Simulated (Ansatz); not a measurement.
# Rh (Rhodium): the cost of one run

Method: DFT PBEsol, scalar-relativistic, plane waves, PAW, in Ansatz 0.2.0.

The COD entry's cell or inner coordinates are ideal or old and differ from later refinements, so a difference from it is no clean test against experiment.

That is the level of the relaxation; later steps name their own.

1 further run of the same task is left out (set aside as unsound or not needed).

**1. The system as given**

The structure is cubic, space group Fm-3m (No. 225). The conventional cell has a = 3.780 Å, b = 3.780 Å, c = 3.780 Å, α = 90.00°, β = 90.00°, γ = 90.00°. Rh (site symmetry m-3m) is surrounded by 12 Rh at 2.67 Å.

Structure file:

```xyz
1
Lattice="0.0000 1.8900 1.8900 1.8900 0.0000 1.8900 1.8900 1.8900 0.0000" Properties=species:S:1:pos:R:3 pbc="T T T"
Rh    0.0000    0.0000    0.0000
```

This cell was relaxed beforehand with the same method: volume 13.50 Å³/atom, gap on the mesh none (metal).

**2. Levels with PBEsol**

Input file input.yaml:

```yaml
crystal:
  lattice:
    - [0.0, 1.8899900492, 1.8899900492]
    - [1.8899900492, 0.0, 1.8899900492]
    - [1.8899900492, 1.8899900492, 0.0]
  atoms:
    - { symbol: Rh, position: [0.0, 0.0, 0.0] }
basis:
  ecutwfc: 420
kpoints:
  mp_grid: { grid: [18, 18, 18] }
  band_path:
    path:
      - [0.0, 0.0, 0.0]
      - [0.5, 0.0, 0.5]
      - [0.625, 0.25, 0.625]
      - [0.375, 0.375, 0.75]
      - [0.5, 0.5, 0.5]
      - [0.5, 0.25, 0.75]
    npoints: 1
hamiltonian:
  xc: pbesol
scf:
  occupations: { method: gaussian, width: 0.1 }
  n_extra_bands: 4
output:
  forces: true
  stress: true
  eigenvalues: true
  write_density: true
  write_potential: true
  elf: true
  volumetric_format: npy
```

Started as:

```console
$ ansatz run input.yaml --threads 1 --pin off --max-ram 2560MiB --backend cpu --events-out ev --progress --plain --runs-dir out
```

What time and memory should one allow on 1 thread of AMD EPYC 9B45 (Zen 5), shared host?

About 1 s, with a peak of 0.35 GiB.
